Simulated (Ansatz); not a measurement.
# CH8Ge2Se: the cost of one run

Computed with Ansatz 0.2.0, driven from Python. Level of theory: CAM-B3LYP/6-31G*.

## 1. The structure

Bond lengths: C1–Ge2 1.944 Å, Ge2–Se3 2.355 Å, Se3–Ge4 2.355 Å, C1–H5 1.109 Å, C1–H6 1.109 Å, C1–H7 1.109 Å, Ge2–H8 1.550 Å, Ge2–H9 1.550 Å, Ge4–H10 1.550 Å, Ge4–H11 1.550 Å, Ge4–H12 1.550 Å. Angles (14 of 19 angles, heavy atoms first): C1–Ge2–Se3 109.4°, Ge2–Se3–Ge4 90.4°, C1–Ge2–H8 109.5°, C1–Ge2–H9 109.5°, Se3–Ge2–H8 109.5°, Se3–Ge2–H9 109.5°, Ge2–C1–H5 109.4°, Ge2–C1–H6 109.4°, Ge2–C1–H7 109.4°, Se3–Ge4–H10 109.5°, Se3–Ge4–H11 109.4°, Se3–Ge4–H12 109.4°, H8–Ge2–H9 109.5°, H5–C1–H6 109.5°.

The script holds or builds the structure itself.

## 2. The code

bde_ch8ge2se.py reads:

```python
import ansatz as az


def single_point(molecule, charge=0, unpaired=0):
    calc = (
        molecule.calculation()
        .basis(gaussian="6-31G*")
        .functional("cam_b3lyp")
        .accuracy("medium")
    )
    if charge:
        calc = calc.charge(charge)
    if unpaired:
        calc = calc.spin("collinear", total=unpaired)
    return calc.run(threads=1).report["free_energy_ev"]

def without(molecule, index):
    rest = az.Crystal.molecule()
    for i, site in enumerate(molecule.cartesian_sites):
        if i != index:
            rest = rest.atom(site.symbol, site.position_ang)
    return rest


def main() -> None:
    geometry_ang = [
        ("C", (-2.5151, 0.1105, -0.2569)),
        ("Ge", (-0.5972, -0.1743, -0.3958)),
        ("Se", (0.4751, 0.8189, 1.4506)),
        ("Ge", (2.5688, 0.1113, 0.6366)),
        ("H", (-2.8892, -0.3486, 0.6811)),
        ("H", (-2.7265, 1.1994, -0.2461)),
        ("H", (-3.0217, -0.3569, -1.126)),
        ("H", (-0.0724, 0.4682, -1.705)),
        ("H", (-0.2998, -1.6954, -0.4091)),
        ("H", (3.6849, 0.5751, 1.6069)),
        ("H", (2.8102, 0.7268, -0.7654)),
        ("H", (2.583, -1.435, 0.5294)),
    ]
    molecule = az.Crystal.molecule()
    for symbol, xyz in geometry_ang:
        molecule = molecule.atom(symbol, xyz)

    whole = single_point(molecule, 0)
    hydrogen = single_point(az.Crystal.molecule().atom("H", (0, 0, 0)), 0, 1)
    print(f"E(molecule) = {whole:.5f} eV, E(H) = {hydrogen:.5f} eV")
    for index in [6, 8, 11]:
        radical = single_point(without(molecule, index), 0, 1)
        print(f"H{index}: homolysis {23.060548 * (radical + hydrogen - whole):.1f} kcal/mol")


if __name__ == "__main__":
    main()
```

## 3. What the engine is handed

The package turns the script's settings into the engine's input (first run):

```yaml
crystal:
  periodic: [false, false, false]
  atoms:
    - { symbol: C, position_ang: [-2.5151, 0.1105, -0.2569] }
    - { symbol: Ge, position_ang: [-0.5972, -0.1743, -0.3958] }
    - { symbol: Se, position_ang: [0.4751, 0.8189, 1.4506] }
    - { symbol: Ge, position_ang: [2.5688, 0.1113, 0.6366] }
    - { symbol: H, position_ang: [-2.8892, -0.3486, 0.6811] }
    - { symbol: H, position_ang: [-2.7265, 1.1994, -0.2461] }
    - { symbol: H, position_ang: [-3.0217, -0.3569, -1.126] }
    - { symbol: H, position_ang: [-0.0724, 0.4682, -1.705] }
    - { symbol: H, position_ang: [-0.2998, -1.6954, -0.4091] }
    - { symbol: H, position_ang: [3.6849, 0.5751, 1.6069] }
    - { symbol: H, position_ang: [2.8102, 0.7268, -0.7654] }
    - { symbol: H, position_ang: [2.583, -1.435, 0.5294] }
accuracy: medium
basis:
  gaussian:
    orbitals: "6-31G*"
hamiltonian:
  xc: cam_b3lyp
```

## 4. Launch

The run is started by

```console
> python bde_ch8ge2se.py
```

Q: Estimate wall time and peak memory on 1 thread of AMD EPYC 7R43 (Zen 3), shared host.

About 2.2 min, with a peak of 0.81 GiB.
